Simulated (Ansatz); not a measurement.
# ClFH4O4W: the cost of one run

Computed with Ansatz 0.2.0, Gaussian basis. Level: one geometry, several basis sets.

Levels to be run: PBE0-D4/def2-SVP; ωB97M-V/def2-SVP; PBE0-D4/def2-QZVPP; ωB97M-V/def2-QZVPP; the functionals' def2-TZVPP values are taken from earlier runs.

**1. Structure used throughout**

An earlier PBE0-D4 in a triple-zeta def2 set relaxation fixed the geometry. W takes the def2 core potential; no spin-orbit term is included.

SMILES `[OH][W]([OH])([OH])([OH])([F])[Cl]`, 11 atoms, charge 0, spin multiplicity 1.

Atoms are counted from 1 here; the program's logs count them from 0.

Bond lengths: O1–W2 1.883 Å, O1–H8 0.963 Å, W2–O3 1.855 Å, W2–O4 1.867 Å, W2–O5 1.873 Å, W2–F6 1.891 Å, W2–Cl7 2.418 Å, O3–H9 0.962 Å, O4–H10 0.961 Å, O5–H11 0.961 Å. Angles: W2–O1–H8 117.3°, O1–W2–O3 100.0°, O1–W2–O4 88.3°, O1–W2–O5 98.9°, O1–W2–F6 82.3°, O1–W2–Cl7 171.2°, O3–W2–O4 91.0°, O3–W2–O5 161.1°, O3–W2–F6 92.4°, O3–W2–Cl7 80.7°, O4–W2–O5 90.2°, O4–W2–F6 170.4°, O4–W2–Cl7 100.4°, O5–W2–F6 89.5°, O5–W2–Cl7 80.5°, F6–W2–Cl7 89.0°, W2–O3–H9 125.7°, W2–O4–H10 125.5° and more.

Coordinates:

```xyz
11
charge 0, multiplicity 1
O     0.2310   -1.9248    0.0265
W    -0.0151   -0.0593    0.1080
O     0.8544    0.3111    1.7044
O     1.5798    0.1383   -0.8426
O    -0.9943    0.1722   -1.4716
F    -1.6046   -0.5648    0.9980
Cl   -0.6545    2.2578    0.3731
H    -0.4558   -2.4778    0.4145
H     0.8509    1.1570    2.1615
H     1.6844    0.0135   -1.7893
H    -1.4761    0.9766   -1.6826
```

**2. PBE0-D4 in def2-SVP**

Input file in.yaml:

```yaml
crystal:
  periodic: [false, false, false]
  atoms:
    - {symbol: O, position_ang: [0.231024, -1.924769, 0.026535]}
    - {symbol: W, position_ang: [-0.015071, -0.059260, 0.108035]}
    - {symbol: O, position_ang: [0.854402, 0.311077, 1.704422]}
    - {symbol: O, position_ang: [1.579774, 0.138315, -0.842648]}
    - {symbol: O, position_ang: [-0.994303, 0.172218, -1.471578]}
    - {symbol: F, position_ang: [-1.604649, -0.564769, 0.997988]}
    - {symbol: Cl, position_ang: [-0.654547, 2.257804, 0.373141]}
    - {symbol: H, position_ang: [-0.455828, -2.477770, 0.414490]}
    - {symbol: H, position_ang: [0.850940, 1.157003, 2.161463]}
    - {symbol: H, position_ang: [1.684383, 0.013518, -1.789279]}
    - {symbol: H, position_ang: [-1.476117, 0.976622, -1.682579]}
basis:
  gaussian: {orbitals: def2-SVP}
hamiltonian: {xc: pbe0, dispersion: d4}
output: {orbitals: {seedname: orbitals}}
```

Started as:

```bash
$ ansatz run in.yaml --threads 2 --pin off --events-out ev --progress --plain --max-ram 32768MiB --backend cpu
```

What time and memory should one allow on 2 threads of AMD EPYC 7R13, shared host?

About 3.6 s, with a peak of 0.46 GiB.
